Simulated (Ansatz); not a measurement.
I need a point defect in a supercell of LaC2, space group I4/mmm. Use Ansatz 0.2.0 through its Python package. Use (first run): r2SCAN, PAW, cutoff 571 eV, 2×2×5 k-points, Fermi-Dirac smearing of 0.01 eV.

```yaml
crystal:
  lattice:
    - [-1.96700, 1.96700, 3.28600]
    - [1.96700, -1.96700, 3.28600]
    - [1.96700, 1.96700, -3.28600]
  atoms:
    - { symbol: La, position: [0.00000, 0.00000, 0.00000] }
    - { symbol: C, position: [0.40300, 0.40300, 0.00000] }
    - { symbol: C, position: [0.59700, 0.59700, 0.00000] }
```

Script `defect.py`:
```python
"""An interstitial in a supercell of LaC2, against the perfect cell."""

import warnings

import ansatz as az
import numpy as np
from pymatgen.core import Lattice, Structure
from pymatgen.io.ase import AseAtomsAdaptor

SETTINGS = {
    "smearing_width": 0.01,
    "mesh": (2, 2, 5),
    "n_empty": 8,
}

warnings.simplefilter("ignore", az.DeckWarning)

pmg_structure = Structure(
    Lattice([[-1.967, 1.967, 3.286], [1.967, -1.967, 3.286], [1.967, 1.967, -3.286]]),
    ["La", "C", "C"],
    [
        [0.0, 0.0, 0.0],
        [0.403, 0.403, 0.0],
        [0.597, 0.597, 0.0],
    ],
)
lac2 = az.Crystal.from_ase(AseAtomsAdaptor.get_atoms(pmg_structure))
host = lac2.supercell(2, 2, 1)
defective = host.interstitial("N", at=[0.25, 0.75, 0.5])

def with_settings(structure):
    return (
        structure.calculation()
        .occupations(az.OccupationsMethod.FERMI_DIRAC, width=SETTINGS["smearing_width"])
        .kpoints(*SETTINGS["mesh"], center="gamma")
        .functional(az.Functional.R2SCAN)
        .scf(extra_bands=SETTINGS["n_empty"], lower_state_search="light")
        .basis(21 * az.Ha)
        .accuracy("low")
        .band_table()
    )


perfect = with_settings(host).run().report
base = with_settings(defective).forces()
res = base.run()
summary = res.report

n_host, n_defect = len(perfect["lattice"]["sites"]), len(summary["lattice"]["sites"])
print(f"perfect cell: {n_host} atoms, F = {perfect['free_energy_ev']:.4f} eV")
print(f"defect cell:  {n_defect} atoms, F = {summary['free_energy_ev']:.4f} eV")
# chemical potentials are still to be added to this difference
print(f"difference {summary['free_energy_ev'] - perfect['free_energy_ev']:.4f} eV (no chemical potentials)")


for label, run in (("perfect", perfect), ("defect", summary)):
    levels, filled = np.array(run["eigenvalues_ev"][0]), np.array(run["occupations"][0])
    top = int(np.argmin(np.abs(levels - run["fermi_energy_ev"])))
    window = slice(max(top - 3, 0), top + 4)
    print(label, "levels near E_F at the first k-point:", ", ".join(f"{e - run['fermi_energy_ev']:.2f} ({f:.2f})" for e, f in zip(levels[window], filled[window])))
```

Running `python defect.py` prints:
```text
perfect cell: 12 atoms, F = -27075.8507 eV
defect cell:  13 atoms, F = -27458.0150 eV
difference -382.1642 eV (no chemical potentials)
perfect levels near E_F at the first k-point: -2.69 (2.00), -2.30 (2.00), -0.11 (2.00), -0.10 (2.00), 0.62 (0.00), 1.15 (0.00), 1.15 (0.00)
defect levels near E_F at the first k-point: -1.51 (2.00), -1.40 (2.00), -1.32 (2.00), -1.03 (2.00), 1.30 (0.00), 1.40 (0.00), 1.43 (0.00)
```

These settings explore the input space; cutoff and mesh may be short of convergence. The computed bands are complete only to about 1.7 eV above the Fermi level. For a metal this mesh is far too coarse, so the numbers only illustrate the procedure. The atoms stand at ideal sites; relaxing them can change energy and levels by an eV or more. The difference holds no chemical potentials. Errors of mesh and smearing per atom add up over the supercell, so the energy can be off by tenths of an eV. Each cell's levels count from its own Fermi level and aren't aligned; one k-point can hide that the defect cell is metallic. The starting cell is as deposited in a crystallographic database; the results hold for this polymorph, which needn't be the stable one. Levels are Kohn-Sham eigenvalues on this mesh, without spin-orbit coupling. The supercell is small, so the defect meets its images and the energies aren't those of an isolated defect; a partly filled defect level may also lower its energy by spin or distortion. For a charged cell the difference holds no correction, alignment or term for the electrons' reservoir. Hardware and time: 51 s on 1 thread of Arm Neoverse V1 (shared host), peak memory 0.95 GiB.
